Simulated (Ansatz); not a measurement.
# W3N2: the cost of one run

Program: Ansatz 0.2.0. Level of theory: DFT PBE, scalar-relativistic, plane waves, PAW. These are calculated values, not measurements.

4 further runs of the same task are left out: 1 that didn't finish, 3 set aside as unsound or not needed. Runs told in other sessions of the task aren't counted.

## 1. The structure to begin with

The structure is hexagonal, space group P-62m (No. 189). Conventional cell: a = 4.733 Å, b = 4.733 Å, c = 3.613 Å, α = 90.00°, β = 90.00°, γ = 120.00°. W (site symmetry m2m) has 2 N at 1.81 Å and 2 W at 2.04 Å in its first shell of neighbours. N (site symmetry -6) has 3 W at 1.81 Å in its first shell of neighbours.

As a file:

```
W N
1.0
     4.73252    0.00000    0.00000
    -2.36626    4.09848    0.00000
     0.00000    0.00000    3.61306
W N
3 2
Direct
  0.75158 0.00000 0.00000
  0.00000 0.75158 0.00000
  0.24842 0.24842 0.00000
  0.33333 0.66667 0.00000
  0.66667 0.33333 0.00000
```

Recipe of the guess: random cell by space group and Wyckoff sites (P-62m, No. 189). Its size is a rough estimate.

## 2. The guess as it stands, on a coarse mesh

Input file input.yaml:

```yaml
crystal:
  lattice:
    - [4.73251707, 0.0, 0.0]
    - [-2.36625854, 4.09848001, 0.0]
    - [0.0, 0.0, 3.61305735]
  atoms:
    - { symbol: W, position: [0.75158286, 0.0, 0.0] }
    - { symbol: W, position: [0.0, 0.75158286, 0.0] }
    - { symbol: W, position: [0.24841714, 0.24841714, 0.0] }
    - { symbol: "N", position: [0.33333333, 0.66666667, 0.0] }
    - { symbol: "N", position: [0.66666667, 0.33333333, 0.0] }
basis:
  ecutwfc: 420
kpoints:
  mp_grid: { grid: [6, 6, 6] }
hamiltonian:
  xc: pbe
scf:
  occupations: { method: gaussian, width: 0.1 }
  lower_state_search: "off"
output:
  forces: true
  stress: true
  eigenvalues: true
```

Command:

```console
> ansatz run input.yaml --threads 1 --pin off --max-ram 2560MiB --backend cpu --events-out ev --progress --plain --runs-dir out
```

What time and memory should one allow on 1 thread of Intel Xeon at 2.50GHz (Skylake/Cascade Lake), shared host?

About 10 s, with a peak of 0.34 GiB.
